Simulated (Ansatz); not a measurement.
# K2Pt: how the settings move a single-point run

Aim: see which settings change the result for K2Pt, by how much, and at what cost.

Method: reference: DFT, PBEsol, PAW with Ansatz's default frozen-core files, scalar-relativistic, in Ansatz 0.2.0.

## 1. Starting point

Symmetry: Fm-3m, No. 225, cubic system. Conventional cell: a = 7.563 Å, b = 7.563 Å, c = 7.563 Å, α = 90.00°, β = 90.00°, γ = 90.00°. K (site symmetry -43m) has 4 Pt at 3.27 Å in its first shell of neighbours. Pt (site symmetry m-3m) has 8 K at 3.27 Å in its first shell of neighbours.

Coordinates:

```cif
data_structure
_symmetry_space_group_name_H-M 'Fm-3m'
_symmetry_Int_Tables_number 225
_cell_length_a 7.5629
_cell_length_b 7.5629
_cell_length_c 7.5629
_cell_angle_alpha 90.000
_cell_angle_beta 90.000
_cell_angle_gamma 90.000
_cell_volume 432.58
loop_
_atom_site_label
_atom_site_type_symbol
_atom_site_symmetry_multiplicity
_atom_site_Wyckoff_symbol
_atom_site_fract_x
_atom_site_fract_y
_atom_site_fract_z
_atom_site_occupancy
K1 K 8 c 0.25000 0.25000 0.75000 1
Pt1 Pt 4 a 0.00000 0.00000 0.00000 1
```

## 2. Baseline

Contents of input.yaml:

```yaml
crystal:
  lattice:
    - [0.0, 3.78146314, 3.78146314]
    - [3.78146314, 0.0, 3.78146314]
    - [3.78146314, 3.78146314, 0.0]
  atoms:
    - { symbol: K, position: [0.75, 0.75, 0.75] }
    - { symbol: K, position: [0.25, 0.25, 0.25] }
    - { symbol: Pt, position: [0.0, 0.0, 0.0] }
kpoints:
  mp_grid: { grid: [7, 7, 7] }
  band_path:
    path:
      - [0.0, 0.0, 0.0]
      - [0.5, 0.0, 0.5]
      - [0.625, 0.25, 0.625]
      - [0.375, 0.375, 0.75]
      - [0.0, 0.0, 0.0]
      - [0.5, 0.5, 0.5]
      - [0.5, 0.25, 0.75]
      - [0.5, 0.0, 0.5]
    npoints: 6
scf:
  occupations: { method: fermi_dirac, width: 0.03 }
hamiltonian:
  xc: pbesol
  pseudopotentials: { kind: paw }
output:
  forces: true
  stress: true
  eigenvalues: true
  populations: true
  write_density: true
  write_potential: true
  elf: true
  volumetric_format: npy
```

Launch:

```
$ ansatz run input.yaml --threads 1 --pin off --max-ram 3072MiB --backend cpu --events-out ev --progress --plain --runs-dir out
```

## 3. Variant: lower_state_search light, accuracy high

input.yaml, as its differences from that of step 2:

```diff
@@ -24,2 +24,3 @@
   occupations: { method: fermi_dirac, width: 0.03 }
+  lower_state_search: light
 hamiltonian:
@@ -32,5 +33,2 @@
   populations: true
-  write_density: true
-  write_potential: true
-  elf: true
-  volumetric_format: npy
+accuracy: high
```

Q: Predict the outcome of this session. Wanted: for each run, ending; energy change; pressure; gap; force.

**Answer**, as computed:

| run | ending | energy change | pressure (GPa) | gap (eV) | force (eV/Å) | cycles | time |
| --- | --- | --- | --- | --- | --- | --- | --- |
| reference | converged | 0 | -0.5 | 1.46 | 0.00 | 6 | 5.7 s |
| 1: lower_state_search light, accuracy high | converged | 0.0 meV/atom | -0.5 | 1.46 | 0.00 | 8 | 6.2 s |

Times don't compare one to one where runs were asked for different outputs or read a saved state (see the inputs); cycles may leave out searches for a lower state.

Residual by cycle in the longest SCF loop of each run; runs are numbered as in the table. The quantity is the density residual dr2, in eV.

| cycle | reference | run 1 |
| --- | --- | --- |
| 1 | 0.0101 | 0.0101 |
| 2 | 0.0153 | 0.0154 |
| 3 | 7.1e-4 | 7.1e-4 |
| 4 | 4.0e-5 | 4.0e-5 |
| 5 | 5.9e-7 | 5.2e-7 |
| 6 | 1.3e-8 | 2.3e-8 |
| 7 | - | 1.5e-10 |
| 8 | - | 1.7e-12 |

**Reading.** The changed input (search for lower states and accuracy level) leaves the energy the same to the digits printed. The gap of the reference lacks spin-orbit coupling, though the cell holds Pt.

The gaps are Kohn-Sham values of a semilocal functional, not quasiparticle or optical gaps. Such gaps usually fall short of the measured ones.
